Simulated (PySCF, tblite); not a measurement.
# C3H6Al2Cl3F: geometry, infrared bands and NMR shifts

What infrared bands and NMR shifts should C3H6Al2Cl3F (`C=C[CH2][Al@H-]1[Cl+][Al@@-]([F])([Cl])[Cl+]1`) show?

Computed with tblite 0.8.0 and PySCF 2.14.0, with density-fitted response routines of our own, on a single molecule in the gas phase. Atoms are numbered from 0 throughout.

## 1. Starting geometry

15 atoms, charge 0, multiplicity 1; geometry from: force field or distance geometry start.

Bonds of the start (Å): C0–C1 1.33, C1–C2 1.51, C2–Al3 1.98, Al3–Cl4 2.20, Cl4–Al5 2.19, Al5–F6 1.80, Al5–Cl7 2.22, Al5–Cl8 2.21, Cl8–Al3 2.24, C0–H9 1.10, C0–H10 1.10, C1–H11 1.07, C2–H12 1.12, C2–H13 1.11, Al3–H14 1.60.

## 2. Relaxing the molecule with GFN2-xTB

Job settings and geometry (Å):

```
{"job": {"kind": "relax", "xc": "GFN2-xTB", "basis": "xTB"}, "charge": 0, "multiplicity": 1}
C     -3.253900    -0.103500     0.357700
C     -2.149700     0.418800    -0.170900
C     -0.940000     0.440900     0.726000
Al     0.506300    -0.613300    -0.119500
Cl     1.809400     0.619400    -1.385100
Al     3.597000    -0.000200    -0.278900
F      4.597300    -1.211400    -1.154300
Cl     4.759000     1.711200     0.525800
Cl     2.262200    -0.894000     1.238900
H     -3.186900    -0.454100     1.401900
H     -4.195600    -0.173900    -0.198000
H     -2.091900     0.793900    -1.172400
H     -1.222600    -0.013400     1.709000
H     -0.542300     1.473600     0.827300
H      0.047300    -1.986100    -0.793500
```

Command:

```bash
OMP_NUM_THREADS=1 python probes_run.py task.json out
```

The driver reads the jobs from task.json and runs them one after another.

**Question.** This job is followed by: GFN2-xTB harmonic vibrations, gas phase; GIAO PBE0/pcSseg-1 NMR shielding, non-relativistic, gas phase. What will the session give for the following? strongest single infrared mode (GFN2-xTB); zero-point energy (GFN2-xTB); 13C shifts against TMS (PBE0/pcSseg-1); 1H shifts against TMS (PBE0/pcSseg-1, means over atoms taken as alike); 27Al shifts against AlH4- (PBE0/pcSseg-1); 35Cl shifts against HCl (PBE0/pcSseg-1, means over atoms taken as alike); 19F shifts against CFCl3 (PBE0/pcSseg-1).

As calculated:

```
                                                                quantity                             value
                               strongest single infrared mode (GFN2-xTB)              586 cm⁻¹, 224 km/mol
                                            zero-point energy (GFN2-xTB)                     51.4 kcal/mol
                                  13C shifts against TMS (PBE0/pcSseg-1)            139.8, 129.0, 23.4 ppm
  1H shifts against TMS (PBE0/pcSseg-1, means over atoms taken as alike)  6.22, 5.81, 5.15, 4.44, 1.99 ppm
                               27Al shifts against AlH4- (PBE0/pcSseg-1)                    50.4, 11.0 ppm
35Cl shifts against HCl (PBE0/pcSseg-1, means over atoms taken as alike)                       85, -10 ppm
                                19F shifts against CFCl3 (PBE0/pcSseg-1)                        -156.1 ppm
```

In words: Over 160 steps the energy fell by 0.895 eV; of the close pairs, Al5–Cl7 changed most, 2.220 to 2.018 Å. The lowest mode is slightly imaginary (10i cm⁻¹), a soft motion within the noise of the Hessian, so the minimum is not strictly shown. The strongest single mode, at 586 cm⁻¹, moves mainly H14. GFN2-xTB is a fitted tight-binding method: band positions and strengths are rough. Its intensities can rank the bands wrongly. C1 (alkene CH) lies farthest downfield among carbon, at 139.8 ppm; as expected for a trigonal carbon in a double bond. The most deshielded hydrogen is H11 (hydrogen on an alkene CH), at 6.22 ppm: olefinic region. At PBE0/pcSseg-1: The widest tensor belongs to C1: span 236 ppm, with a paramagnetic part of -214 ppm.
